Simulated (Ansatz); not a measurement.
# CsLu: the cost of one run

Method: DFT PBE, scalar-relativistic, plane waves, PAW, in Ansatz 0.2.0.

### Step 1. The starting structure

Symmetry: Fm-3m, No. 225, cubic system. Conventional cell: a = 6.921 Å, b = 6.921 Å, c = 6.921 Å, α = 90.00°, β = 90.00°, γ = 90.00°. Cs (site symmetry m-3m) has 6 Lu at 3.46 Å in its first shell of neighbours. Around Lu (site symmetry m-3m) lie 6 Cs at 3.46 Å.

Structure file:

```cif
data_structure
_symmetry_space_group_name_H-M 'P 1'
_symmetry_Int_Tables_number 1
_cell_length_a 4.8942
_cell_length_b 4.8942
_cell_length_c 4.8942
_cell_angle_alpha 60.000
_cell_angle_beta 60.000
_cell_angle_gamma 60.000
_cell_volume 82.89
loop_
_atom_site_label
_atom_site_type_symbol
_atom_site_fract_x
_atom_site_fract_y
_atom_site_fract_z
_atom_site_occupancy
Cs1 Cs 0.50000 0.50000 0.50000 1
Lu1 Lu 0.00000 0.00000 0.00000 1
```

Recipe of the guess: species swapped into a database cell of LuBi (Fm-3m, No. 225), with Cs on the Lu sites and Lu on the Bi sites. The dimensions are guesses.

### Step 2. Probe: one point on a coarse mesh

input.yaml reads:

```yaml
crystal:
  lattice:
    - [0.0, 3.46070447, 3.46070447]
    - [3.46070447, 0.0, 3.46070447]
    - [3.46070447, 3.46070447, 0.0]
  atoms:
    - { symbol: Cs, position: [0.5, 0.5, 0.5] }
    - { symbol: Lu, position: [0.0, 0.0, 0.0] }
basis:
  ecutwfc: 420
kpoints:
  mp_grid: { grid: [4, 4, 4] }
hamiltonian:
  xc: pbe
scf:
  occupations: { method: gaussian, width: 0.1 }
  lower_state_search: "off"
output:
  forces: true
  stress: true
  eigenvalues: true
```

Started as:

```bash
> ansatz run input.yaml --threads 1 --pin off --max-ram 2560MiB --backend cpu --events-out ev --progress --plain --runs-dir out
```

**Question.** How long does this run take on 1 thread of Intel Xeon at 2.50GHz (Skylake/Cascade Lake), shared host, and how much memory does it need?

About 4 s, with a peak of 0.36 GiB.
